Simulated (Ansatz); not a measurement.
# Cl₃H₃HfOSi: taking an electron away

An exercise on one series of results from a longer session: the logs are not shown, and one member is left open.

Computed with Ansatz 0.2.0, Gaussian basis. Level: unrestricted cation, the program's frozen cores in correlated methods.

The runs, in order: UKS PBE-D4/def2-TZVPP; UKS r2SCAN-D4/def2-TZVPP; UKS PBE0-D4/def2-TZVPP; UKS B3LYP-D4/def2-TZVPP; UKS wB97X-V/def2-TZVPP; UKS wB97M-V/def2-TZVPP; UKS B2PLYP/def2-TZVPP; UHF-CCSD(T)/def2-TZVPP; UHF-MP2/def2-QZVPP; extrapolation to the limit; then −ε(HOMO) from the neutral's earlier runs with LDA (SPW92), PBE-D4, revPBE-D4, BLYP-D4, r2SCAN-D4, B97M-V, PBE0-D4, B3LYP-D4, r2SCANh-D4, r2SCAN0-D4, HSE06-D4, BHLYP-D4, CAM-B3LYP-D4, LC-ωPBE, ωB97X-V, ωB97M-V.

### Structure used throughout

The geometry comes from an earlier relaxation with PBE0-D4 in a triple-zeta def2 set; it is a stationary point, not always the lowest conformer. Hf takes the def2 core potential; no spin-orbit term is included.

9 atoms, charge 0, spin multiplicity 1.

Atoms are counted from 1 here; the program's logs count them from 0.

Bond lengths: Si1–O2 1.651 Å, Si1–H7 1.483 Å, Si1–H8 1.483 Å, Si1–H9 1.483 Å, O2–Hf3 1.899 Å, Hf3–Cl4 2.335 Å, Hf3–Cl5 2.335 Å, Hf3–Cl6 2.335 Å. Angles: O2–Si1–H7 108.8°, O2–Si1–H8 108.8°, O2–Si1–H9 108.8°, H7–Si1–H8 110.1°, H7–Si1–H9 110.1°, H8–Si1–H9 110.1°, Si1–O2–Hf3 179.9°, O2–Hf3–Cl4 108.4°, O2–Hf3–Cl5 108.4°, O2–Hf3–Cl6 108.4°, Cl4–Hf3–Cl5 110.5°, Cl4–Hf3–Cl6 110.5°, Cl5–Hf3–Cl6 110.5°.

As a file:

```xyz
9
charge 0, multiplicity 1
Si   -1.1917   -0.6629   -1.2469
O    -0.1273   -0.0688   -0.1337
Hf    1.0977    0.6111    1.1484
Cl    2.1695   -1.1922    2.1728
Cl    2.6476    1.9633    0.0441
Cl   -0.0962    1.8544    2.7229
H    -2.5716   -0.4701   -0.7391
H    -0.9183   -2.1068   -1.4463
H    -1.0097    0.0719   -2.5221
```

The first run:

Contents of in.yaml:

```yaml
crystal:
  periodic: [false, false, false]
  atoms:
    - {symbol: Si, position_ang: [-1.191686, -0.662898, -1.246859]}
    - {symbol: O, position_ang: [-0.127291, -0.068764, -0.133743]}
    - {symbol: Hf, position_ang: [1.097709, 0.611098, 1.148427]}
    - {symbol: Cl, position_ang: [2.169514, -1.192229, 2.172752]}
    - {symbol: Cl, position_ang: [2.647551, 1.963280, 0.044070]}
    - {symbol: Cl, position_ang: [-0.096151, 1.854414, 2.722870]}
    - {symbol: H, position_ang: [-2.571646, -0.470070, -0.739105]}
    - {symbol: H, position_ang: [-0.918342, -2.106780, -1.446344]}
    - {symbol: H, position_ang: [-1.009669, 0.071948, -2.522067]}
basis:
  gaussian: {orbitals: def2-TZVPP}
total_charge: 1
magnetization: {spin_polarized: true, initial_magnetization: 1}
hamiltonian: {xc: pbe, dispersion: d4}
```

Run with:

```bash
$ ansatz run in.yaml --threads 2 --pin off --events-out ev --progress --plain --max-ram 32768MiB --backend cuda --devices 0, --max-vram 18GiB
```

Steps of the session up to this table: Cation, UKS PBE-D4/def2-TZVPP; Cation, UKS r2SCAN-D4/def2-TZVPP; Cation, UKS PBE0-D4/def2-TZVPP; Cation, UKS B3LYP-D4/def2-TZVPP; Cation, UKS wB97X-V/def2-TZVPP; Cation, UKS wB97M-V/def2-TZVPP; Cation, UKS B2PLYP (frozen core)/def2-TZVPP; Cation, UHF-CCSD(T)/def2-TZVPP; Cation, UHF-MP2/def2-QZVPP.

One table of the session follows, with a row left open; its other results are not shown here.

For comparison, −ε(HOMO) of the neutral from earlier runs:

```
  functional  −ε(HOMO) (eV)
 LDA (SPW92)           8.09
      PBE-D4           7.97
   revPBE-D4           7.93
     BLYP-D4           7.84
   r2SCAN-D4           8.36
      B97M-V           8.44
     PBE0-D4           9.39
    B3LYP-D4           9.12
  r2SCANh-D4           8.87
  r2SCAN0-D4           9.64
    HSE06-D4           8.99
    BHLYP-D4          10.65
CAM-B3LYP-D4          10.75
     LC-ωPBE              ?
     ωB97X-V          11.81
     ωB97M-V          11.64
```

**Question.** Estimate the row for LC-ωPBE.

**Answer.** −ε(HOMO) (eV): 12.18. In the column «−ε(HOMO) (eV)» it is the highest.
